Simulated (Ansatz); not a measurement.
**C2H7FGaN: small, medium and large basis sets**

The task here is to estimate one member of a computed series from the others.

Computed with Ansatz 0.2.0, Gaussian basis. Level: one geometry, several basis sets.

Levels to be run: PBE0-D4/def2-SVP; ωB97M-V/def2-SVP; PBE0-D4/def2-QZVPP; ωB97M-V/def2-QZVPP; the functionals' def2-TZVPP values are taken from earlier runs.

## The geometry

The geometry comes from an earlier relaxation with PBE0-D4 in a triple-zeta def2 set; it is a stationary point, not always the lowest conformer.

SMILES `C[N]([GaH2])CF`, 12 atoms, charge 0, spin multiplicity 1.

Atoms are counted from 1 here; the program's logs count them from 0.

Bond lengths: C1–N2 1.449 Å, C1–H6 1.098 Å, C1–H7 1.091 Å, C1–H8 1.095 Å, N2–Ga3 1.834 Å, N2–C4 1.403 Å, Ga3–H9 1.559 Å, Ga3–H10 1.559 Å, C4–F5 1.404 Å, C4–H11 1.093 Å, C4–H12 1.098 Å. Angles: N2–C1–H6 110.9°, N2–C1–H7 110.2°, N2–C1–H8 111.8°, H6–C1–H7 107.9°, H6–C1–H8 107.9°, H7–C1–H8 108.0°, C1–N2–Ga3 123.5°, C1–N2–C4 114.5°, Ga3–N2–C4 121.6°, N2–Ga3–H9 115.9°, N2–Ga3–H10 115.4°, H9–Ga3–H10 128.7°, N2–C4–F5 111.9°, N2–C4–H11 110.9°, N2–C4–H12 111.8°, F5–C4–H11 106.5°, F5–C4–H12 105.1°, H11–C4–H12 110.4°.

Coordinates:

| atom | x (Å) | y (Å) | z (Å) |
| --- | --- | --- | --- |
| C1 | -1.2402 | 0.1496 | 0.6723 |
| N2 | 0.0703 | 0.0094 | 0.0694 |
| Ga3 | 1.3543 | 1.3184 | 0.1206 |
| C4 | 0.2407 | -1.1590 | -0.6889 |
| F5 | -0.4761 | -1.1105 | -1.8946 |
| H6 | -1.4645 | -0.7045 | 1.3242 |
| H7 | -1.2810 | 1.0552 | 1.2795 |
| H8 | -2.0308 | 0.2126 | -0.0825 |
| H9 | 0.9991 | 2.5883 | 0.9530 |
| H10 | 2.6790 | 0.9847 | -0.6306 |
| H11 | 1.2904 | -1.2993 | -0.9577 |
| H12 | -0.1411 | -2.0450 | -0.1647 |

Set-up of the first run:

in.yaml reads:

```yaml
crystal:
  periodic: [false, false, false]
  atoms:
    - {symbol: C, position_ang: [-1.240203, 0.149640, 0.672271]}
    - {symbol: N, position_ang: [0.070323, 0.009396, 0.069386]}
    - {symbol: Ga, position_ang: [1.354263, 1.318414, 0.120640]}
    - {symbol: C, position_ang: [0.240687, -1.159040, -0.688870]}
    - {symbol: F, position_ang: [-0.476064, -1.110504, -1.894595]}
    - {symbol: H, position_ang: [-1.464480, -0.704468, 1.324176]}
    - {symbol: H, position_ang: [-1.281006, 1.055205, 1.279519]}
    - {symbol: H, position_ang: [-2.030843, 0.212587, -0.082517]}
    - {symbol: H, position_ang: [0.999053, 2.588313, 0.952984]}
    - {symbol: H, position_ang: [2.678995, 0.984726, -0.630560]}
    - {symbol: H, position_ang: [1.290383, -1.299284, -0.957742]}
    - {symbol: H, position_ang: [-0.141107, -2.044996, -0.164692]}
basis:
  gaussian: {orbitals: def2-SVP}
hamiltonian: {xc: pbe0, dispersion: d4}
output: {orbitals: {seedname: orbitals}}
```

Run with:

```
ansatz run in.yaml --threads 4 --pin off --events-out ev --progress --plain --max-ram 10444MiB
```

Steps of the session up to this table: PBE0-D4 in def2-SVP; ωB97M-V in def2-SVP; PBE0-D4 in def2-QZVPP; ωB97M-V in def2-QZVPP.

One of the session's tables, all rows but one given; the rest of the session is left out.

It belongs to the step «Density functionals: the series». 

| functional | basis | HOMO (eV) |
| --- | --- | --- |
| PBE0-D4 | def2-SVP | -7.08 |
| PBE0-D4 | def2-TZVPP | ? |
| PBE0-D4 | def2-QZVPP | -7.17 |
| ωB97M-V | def2-SVP | -9.35 |
| ωB97M-V | def2-TZVPP | -9.44 |
| ωB97M-V | def2-QZVPP | -9.46 |

Estimate the missing values for PBE0-D4, def2-TZVPP.

As computed: HOMO (eV): -7.15. In the column «HOMO (eV)» it lies between PBE0-D4, def2-QZVPP (-7.17) and PBE0-D4, def2-SVP (-7.08).
